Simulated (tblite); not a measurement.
# C2H13GeNSi3: the cost of one run

The runs use tblite 0.8.0 and PySCF 2.14.0, with density-fitted response routines of our own; the level of theory stands in each step. All values are computed, except where a source is named. Atoms count from 0, in the outputs and in this text.

## 1. The molecule as given

20 atoms, charge 0, multiplicity 1; geometry from: force field or distance geometry start.

Bonds of the start (Å): C0–N1 1.44, N1–Si2 1.78, Si2–C3 1.84, C3–Si4 1.84, C3–Si5 1.89, Si5–Ge6 2.32, Ge6–N1 1.86, C0–H7 1.11, C0–H8 1.12, C0–H9 1.10, Si2–H10 1.48, Si2–H11 1.48, C3–H12 1.11, Si4–H13 1.48, Si4–H14 1.46, Si4–H15 1.48, Si5–H16 1.46, Si5–H17 1.47, Ge6–H18 1.54, Ge6–H19 1.55.

## 2. Geometry optimisation with GFN2-xTB

Job settings and geometry (Å):

```
{"job": {"kind": "relax", "xc": "GFN2-xTB", "basis": "xTB"}, "charge": 0, "multiplicity": 1}
C     -2.506200     0.784500     0.059800
N     -1.785800    -0.381100    -0.373500
Si    -0.297900     0.172100    -1.168100
C      1.007300     0.458300     0.095100
Si     2.630300     0.863300    -0.677100
Si     1.007100    -1.228800     0.945400
Ge    -1.298200    -1.497900     1.030900
H     -3.607900     0.654900    -0.015700
H     -2.150600     1.619300    -0.591400
H     -2.225400     0.990800     1.106800
H      0.199300    -0.876000    -2.084800
H     -0.573700     1.391300    -1.965700
H      0.749800     1.204700     0.869500
H      2.961500    -0.009100    -1.832200
H      3.705300     0.941000     0.301300
H      2.506800     2.227300    -1.246900
H      1.620500    -1.195300     2.271200
H      1.579100    -2.256000     0.058400
H     -1.722500    -2.962700     0.845100
H     -1.803900    -0.890100     2.368800
```

On the command line:

```bash
OMP_NUM_THREADS=1 python probes_run.py task.json out
```

One launch serves the whole session: the jobs run in the order shown.

Q: Estimate the wall time and peak memory of this first job on 1 thread of Intel Xeon at 2.50GHz, shared host.

About 5.3 s, with a peak of 0.18 GiB.
